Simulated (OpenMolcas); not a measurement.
# SnNH4Cl (SMILES [NH2][SnH2][Cl]): levels of theory compared

Wanted: a comparison of 6 runs (HF/3-21G, BHLYP/def2-SVP, BLYP/def2-SVP, SVWN5/def2-SVP, revPBE/def2-SVP, CCSD(T)/def2-SVP) of SnNH4Cl. 

The calculation is run with OpenMolcas 26.06.

### 1 The system as given

SnNH4Cl has 7 atoms, charge 0, and is taken as a singlet. As SMILES, `[NH2][SnH2][Cl]`. The coordinates come from a PBE0-D4/def2-TZVP relaxation. This is one conformer, not always the lowest.

Bond lengths: N1–Sn2 2.002 Å, Sn2–Cl3 2.335 Å, N1–H4 1.009 Å, N1–H5 1.009 Å, Sn2–H6 1.700 Å, Sn2–H7 1.700 Å. Angles: N1–Sn2–Cl3 106.6°, N1–Sn2–H6 110.9°, N1–Sn2–H7 110.9°, Cl3–Sn2–H6 105.3°, Cl3–Sn2–H7 105.3°, Sn2–N1–H4 116.4°, Sn2–N1–H5 116.4°, H6–Sn2–H7 117.0°, H4–N1–H5 109.9°.

### 2 Energy and gradient at HF/3-21G (run 1)

mol.xyz reads:

```xyz
7

N     -0.972800    -0.020100    -0.835200
Sn     0.562300     0.041400     0.449100
Cl     0.846400    -2.133500     1.251000
H     -1.803500     0.485500    -0.566500
H     -0.756400     0.165200    -1.803000
H      0.172800     0.976800     1.814600
H      2.012400     0.416800    -0.355700
```

job.input reads:

```
* ClH4NSn Hartree-Fock

&GATEWAY
  BasLib=$CurrDir
  Coord=mol.xyz
  Basis=3-21G
  Group=NoSym

&SEWARD

&SCF
  Thresholds=1e-10 1e-07 1e-07 1e-05
  PrOrbitals=1 1

&ALASKA
```

The basis set 3-21G is read from a file made from the Basis Set Exchange's data (not shown).

Command:

```sh
$ export MOLCAS_MEM=1860
$ pymolcas job.input > job.log
```

Log:

```text
--- Start Module: gateway ---
[...]
--- Stop Module: gateway /rc=_RC_ALL_IS_WELL_ ---
[...]
      Basis functions           61
[...]
--- Start Module: scf ---
[...]
       Convergence after  12 Iterations
[...]
::    Total SCF energy                              -6510.0878851448
[...]
      Total spin, S                                     0.0000000000
[...]
      Total electronic charge=   78.000000
      Total            charge=   -0.000000
[...]
      Dipole Moment (debye):
      Origin of the operator (angstrom)=    0.4801   -0.3925    0.4915
                   X= -5.7356E-01               Y=  5.0850E+00               Z= -1.8005E+00           Total=  5.4247E+00
      Quadrupole Moment (debye*angstrom):
[...]
 *              Molecular gradients               *
 **************************************************
  Irreducible representation: a
 ------------------------------------------------------------------------------------------
                              X                       Y                       Z
 ------------------------------------------------------------------------------------------
  N1               -8.27295384189242E-03   -2.40952742606146E-02   -7.94182029505208E-04
  SN2               1.15616699881791E-02   -1.00115305808259E-02    1.23676344653900E-02
  CL3              -5.20463146431727E-03    2.73380904210399E-02   -1.14599661500705E-02
  H4                3.44769259791722E-03    8.29433011547343E-03    2.23396503762863E-03
  H5                4.82890647269585E-03    7.86676073755022E-03    6.32567898801284E-04
  H6                7.30947593155395E-04   -5.89253734003847E-03   -6.11948062432699E-03
  H7               -7.09163134582980E-03   -3.49983909259288E-03    3.13946140204457E-03
 ------------------------------------------------------------------------------------------
[...]
```

It took 4.2 s on 1 thread of Intel Xeon 6975P-C (Granite Rapids), shared host; peak memory 0.4 GiB.

### 3 Energy and gradient at BHLYP/def2-SVP (core potential) (run 2)

run.input reads:

```
&GATEWAY
BASLIB=$CurrDir
COORD
7
bohr
N     -1.83832557    -0.03798350    -1.57829926
Sn     1.06259300     0.07823466     0.84867600
Cl     1.59946419    -4.03173069     2.36404738
H     -3.40812107     0.91746203    -1.07052985
H     -1.42938884     0.31218276    -3.40717620
H      0.32654467     1.84588448     3.42909703
H      3.80288485     0.78763785    -0.67217558
BASIS=def2-SVP
GROUP=NoSym
&SEWARD
GRIDINPUT
Grid=UltraFine
End of Grid
&SCF
KSDFT=HYB_GGA_XC_BHANDHLYP
THRESHOLDS=1e-10 1e-07 1e-07 1e-05
PRORBITALS=1 1
&ALASKA
```

The basis set def2-SVP is read from a file made from the Basis Set Exchange's data (not shown).

Command:

```sh
$ export MOLCAS_MEM=1860
$ pymolcas run.input > run.log
```

Log:

```text
--- Start Module: gateway ---
[...]
--- Stop Module: gateway /rc=_RC_ALL_IS_WELL_ ---
[...]
      Basis functions           78
[...]
--- Start Module: scf ---
[...]
       Convergence after  13 Iterations
[...]
::    Total KS-DFT energy                            -731.3828761578
[...]
      Total spin, S                                     0.0000000000
[...]
      Total electronic charge=   50.000000
      Total            charge=   -0.000000
[...]
      Dipole Moment (debye):
      Origin of the operator (angstrom)=    0.4801   -0.3925    0.4915
                   X= -4.5884E-01               Y=  3.4818E+00               Z= -1.2889E+00           Total=  3.7409E+00
      Quadrupole Moment (debye*angstrom):
[...]
 *              Molecular gradients               *
 **************************************************
  Irreducible representation: a
 ------------------------------------------------------------------------------------------
                              X                       Y                       Z
 ------------------------------------------------------------------------------------------
  N1                2.39053394497724E-03   -3.21575531057805E-03    2.82629852179284E-03
  SN2              -2.42002834413757E-03   -4.03542055200035E-03   -1.01740778756643E-03
  CL3              -1.26936762258367E-03    7.08791413325116E-03   -2.90043466509893E-03
  H4                2.63437553801538E-04    9.71602913480307E-04    7.67078439858793E-04
  H5                1.01106015773855E-03    7.35798645266073E-04   -8.48342509396360E-05
  H6               -3.53352936487861E-04   -6.65941610931586E-04    6.23559767168658E-04
  H7                3.77717246720977E-04   -8.78198218405846E-04   -2.14260025192203E-04
 ------------------------------------------------------------------------------------------
[...]
```

It took 21 s on 1 thread of Intel Xeon 6975P-C (Granite Rapids), shared host; peak memory 0.44 GiB.

Runs 3 to 4 aren't shown in full; the table further down has their settings and results.

### 4 Energy and gradient at revPBE/def2-SVP (core potential) (run 5)

struct.xyz reads:

```xyz
7

N     -0.972800    -0.020100    -0.835200
Sn     0.562300     0.041400     0.449100
Cl     0.846400    -2.133500     1.251000
H     -1.803500     0.485500    -0.566500
H     -0.756400     0.165200    -1.803000
H      0.172800     0.976800     1.814600
H      2.012400     0.416800    -0.355700
```

run.input reads:

```
* ClH4NSn Kohn-Sham DFT
&GATEWAY
BasLib
$CurrDir
Coord
struct.xyz
Basis
def2-SVP
Group
NoSym
&SEWARD
GridInput
Grid=UltraFine
End of Grid
&SCF
KSDFT
revPBE
Thresholds
1e-10 1e-07 1e-07 1e-05
PrOrbitals
1 1
&ALASKA
```

The basis set def2-SVP is read from a file made from the Basis Set Exchange's data (not shown).

Command:

```sh
$ export MOLCAS_MEM=1860
$ pymolcas run.input > run.log
```

Log:

```text
--- Start Module: gateway ---
[...]
--- Stop Module: gateway /rc=_RC_ALL_IS_WELL_ ---
[...]
      Basis functions           78
[...]
--- Start Module: scf ---
[...]
       Convergence after  18 Iterations
[...]
::    Total KS-DFT energy                            -731.4285715291
[...]
      Total spin, S                                     0.0000000000
[...]
      Total electronic charge=   50.000000
      Total            charge=   -0.000000
[...]
      Dipole Moment (debye):
      Origin of the operator (angstrom)=    0.4801   -0.3925    0.4915
                   X= -6.3221E-01               Y=  3.1579E+00               Z= -1.3520E+00           Total=  3.4928E+00
      Quadrupole Moment (debye*angstrom):
[...]
 *              Molecular gradients               *
 **************************************************
  Irreducible representation: a
 ------------------------------------------------------------------------------------------
                              X                       Y                       Z
 ------------------------------------------------------------------------------------------
  N1                4.96229535116299E-03    8.59521551677744E-03    1.94353025550154E-03
  SN2              -6.81258959274178E-03   -8.87477297763795E-03   -3.48312756196240E-03
  CL3              -2.34256349626261E-03    1.59764002086362E-02   -6.10331019070998E-03
  H4                1.14374626472973E-02   -6.62895510349815E-03   -3.43122849663136E-03
  H5               -2.65128721098451E-03   -2.32739549099192E-03    1.32367246977712E-02
  H6                1.66714378145594E-03   -4.58153211705925E-03   -5.76728972048191E-03
  H7               -6.26046147993975E-03   -2.15896003627902E-03    3.60470101651433E-03
 ------------------------------------------------------------------------------------------
[...]
```

Wall time 23 s (1 thread of Intel Xeon 6975P-C (Granite Rapids), shared host); peak memory 0.44 GiB.

### 5 The energy at CCSD(T)/def2-SVP (core potential) (run 6)

job.input reads:

```
>>> EXPORT MOLCAS_PRINT=2
&GATEWAY
BasLib = $CurrDir
Coord
7
angstrom
N       -0.972800      -0.020100      -0.835200
Sn       0.562300       0.041400       0.449100
Cl       0.846400      -2.133500       1.251000
H       -1.803500       0.485500      -0.566500
H       -0.756400       0.165200      -1.803000
H        0.172800       0.976800       1.814600
H        2.012400       0.416800      -0.355700
Basis = def2-SVP
Group = NoSym
&SEWARD
&SCF
Thresholds = 1e-10 1e-07 1e-07 1e-05
PrOrbitals = 1 2
&RASSCF
FileOrb = $Project.ScfOrb
Spin = 1
Nactel = 0 0 0
Inactive = 25
Ras2 = 0
OutOrbitals = Canonical
OrbListing = Nothing
&MOTRA
JobIph
Frozen = 10
&CCSDT
CCT
Triples = 2
Iterations = 80
Accuracy = 1e-08
Extrapolation = 5 4
```

The basis set def2-SVP is read from a file made from the Basis Set Exchange's data (not shown).

Command:

```sh
$ export MOLCAS_MEM=1860
$ pymolcas job.input > job.log
```

Log:

```text
--- Start Module: gateway ---
[...]
--- Stop Module: gateway /rc=_RC_ALL_IS_WELL_ ---
[...]
      Basis functions           78
[...]
       Convergence after  13 Iterations
[...]
::    Total SCF energy                               -729.4653737885
[...]
      Total spin, S                                     0.0000000000
[...]
      Number of active orbitals                  0
[...]
      Spin quantum number                      0.0
[...]
      Active orbitals                            0
[...]
      Number of CSFs                             1
[...]
      Number of root(s) required                 1
[...]
      Convergence after  4 iterations
[...]
      Natural orbitals and occupation numbers for root  1
      ************************************************************************************************************************
      *                                                    Final results                                                     *
      ************************************************************************************************************************
[...]
::    RASSCF root number  1 Total energy:   -729.46537379
[...]
      Total electronic charge=   50.000000
      Total            charge=   -0.000000
[...]
      Dipole Moment (debye):
      Origin of the operator (angstrom)=    0.4801   -0.3925    0.4915
                   X= -3.8505E-01               Y=  3.7312E+00               Z= -1.2910E+00           Total=  3.9670E+00
      Quadrupole Moment (debye*angstrom):
[...]
--- Start Module: motra ---
[...]
--- Stop Module: motra /rc=_RC_ALL_IS_WELL_ ---
--- Start Module: ccsdt ---
[...]
      Convergence after                    15  Iterations
      Total energy (diff) :    -729.92360577       0.00000001
[...]
 METHOD                       : CCSD+T(CCSD)+<T3(1)WT1> = CCSD(T)
[...]
       CCSD     =      -729.9236057684880
[...]
```

Wall time 42 s (1 thread of Intel Xeon 6975P-C (Granite Rapids), shared host); peak memory 0.44 GiB.

### 6 Overview of the runs

```csv
run,level,integration grid,task,energy (Eh),dipole moment (D) of the reference,HOMO energy (eV),LUMO energy (eV),wall time
1,HF/3-21G,–,gradient,-6510.087885,5.42,-10.90,2.77,4.2 s
2,BHLYP/def2-SVP (core potential),UltraFine,gradient,-731.382876,3.74,-8.74,0.89,21 s
3,BLYP/def2-SVP (core potential),UltraFine,gradient,-731.395402,3.38,-5.72,-0.96,24 s
4,SVWN5/def2-SVP (core potential),UltraFine,gradient,-729.191581,3.54,-6.01,-1.22,17 s
5,revPBE/def2-SVP (core potential),UltraFine,gradient,-731.428572,3.49,-5.86,-0.97,23 s
6,CCSD(T)/def2-SVP (core potential),–,energy,-729.934527,3.97,-11.02,3.07,42 s
```

### 7 Results

| quantity | value |
| --- | --- |
| run 6: total energy | -729.93453 Eh |
| run 6: dipole moment (mean-field density) | 3.97 D |
| run 6: HOMO energy (Hartree–Fock orbitals) | -11.02 eV |
| run 6: LUMO energy (Hartree–Fock orbitals) | 3.07 eV |
| run 6: HOMO–LUMO gap (Hartree–Fock orbitals) | 14.08 eV |
| run 6: correlation energy (10 core orbitals frozen) | -469.2 mEh |
| run 6: (T) correction | -10.92 mEh |

Over runs 1, 2, 3, 4, 5 the dipole moment (its size) runs from 3.38 D (BLYP/def2-SVP) to 5.42 D (HF/3-21G). The two ends differ in method and basis and core potential. Over runs 1, 2, 3, 4, 5 the HOMO–LUMO gap runs from 4.76 eV (BLYP/def2-SVP) to 13.67 eV (HF/3-21G). Totals of different functionals can't be ranked against each other. Some runs of one species differ in core potentials or relativity; totals across that change don't compare. In run 1 relativity is left out where basis or elements ask for it. All runs together took 2.2 min, the longest 42 s.
